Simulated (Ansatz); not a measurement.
**CH₃BF₂S: basis-set convergence**

How large a basis does CH₃BF₂S need? Two functionals and correlated methods are run in growing sets.

The runs use Ansatz 0.2.0, Gaussian basis; one geometry, several basis sets.

Plan: PBE0-D4/def2-SVP; ωB97M-V/def2-SVP; PBE0-D4/def2-QZVPP; ωB97M-V/def2-QZVPP; CCSD(T)/cc-pV(D+d)Z; CCSD(T)/cc-pV(T+d)Z; CCSD(T)/cc-pV(Q+d)Z; the functionals' def2-TZVPP values are taken from earlier runs.

## (1) Structure used throughout

An earlier PBE0-D4/def2-TZVP relaxation fixed the geometry.

SMILES `CSB(F)F`, 8 atoms, charge 0, spin multiplicity 1.

Atoms are counted from 1 here; the program's logs count them from 0.

Bond lengths: C1–S2 1.812 Å, C1–H6 1.088 Å, C1–H7 1.089 Å, C1–H8 1.088 Å, S2–B3 1.791 Å, B3–F4 1.320 Å, B3–F5 1.323 Å. Angles: S2–C1–H6 110.8°, S2–C1–H7 106.5°, S2–C1–H8 110.8°, H6–C1–H7 109.3°, H6–C1–H8 110.0°, H7–C1–H8 109.3°, C1–S2–B3 101.2°, S2–B3–F4 119.6°, S2–B3–F5 122.5°, F4–B3–F5 117.9°.

## (2) PBE0-D4 in def2-SVP

Contents of in.yaml:

```yaml
crystal:
  periodic: [false, false, false]
  atoms:
    - {symbol: C, position_ang: [-0.803302, 0.136920, 0.921919]}
    - {symbol: S, position_ang: [0.719295, -0.779625, 0.569872]}
    - {symbol: B, position_ang: [1.068102, -0.245305, -1.103534]}
    - {symbol: F, position_ang: [2.133848, -0.711848, -1.727676]}
    - {symbol: F, position_ang: [0.295401, 0.609586, -1.753226]}
    - {symbol: H, position_ang: [-0.637525, 1.208964, 0.840252]}
    - {symbol: H, position_ang: [-1.080657, -0.107343, 1.946108]}
    - {symbol: H, position_ang: [-1.602963, -0.168649, 0.250486]}
basis:
  gaussian: {orbitals: def2-SVP}
hamiltonian: {xc: pbe0, dispersion: d4}
output: {orbitals: {seedname: orbitals}}
```

On the command line:

```bash
> ansatz run in.yaml --threads 2 --pin off --events-out ev --progress --plain --max-ram 22528MiB --backend cpu
```

Further steps of the session: ωB97M-V in def2-SVP; PBE0-D4 in def2-QZVPP; ωB97M-V in def2-QZVPP; CCSD(T) in cc-pV(D+d)Z; CCSD(T) in cc-pV(T+d)Z; CCSD(T) in cc-pV(Q+d)Z.

**Question.** What will the summary of the whole plan be? Wanted: MP2 correlation recovered, cc-pV(D+d)Z; MP2 correlation recovered, cc-pV(T+d)Z; MP2 correlation recovered, cc-pV(Q+d)Z; CCSD(T) limit from def2 sets; PBE0-D4: double and triple zeta above quadruple; ωB97M-V: double and triple zeta above quadruple.

The runs gave:

| quantity | value |
| --- | --- |
| MP2 correlation recovered, cc-pV(D+d)Z | 67.5 % |
| MP2 correlation recovered, cc-pV(T+d)Z | 87.4 % |
| MP2 correlation recovered, cc-pV(Q+d)Z | 94.8 % |
| CCSD(T) limit from def2 sets (earlier runs) minus this one | -37 meV |
| PBE0-D4: double and triple zeta above quadruple | 13.07, 0.71 eV |
| ωB97M-V: double and triple zeta above quadruple | 13.21, 0.67 eV |

In words: PBE0-D4 gains 12.36 eV from double to triple zeta, then 0.71 eV more. In cc-pV(D+d)Z MP2 holds 68 % of its limit, in cc-pV(Q+d)Z 95 %, while Hartree-Fock is within 0.196 eV in the largest set. A limit from the def2 sets, made apart, differs by 37 meV, a least measure of the doubt on such a limit. Total energies overstate the basis error of differences, where much of it tends to cancel. The LUMO of ωB97M-V is positive and keeps falling with the basis (2.66 to 1.48 eV): an unbound level that the basis holds in place.
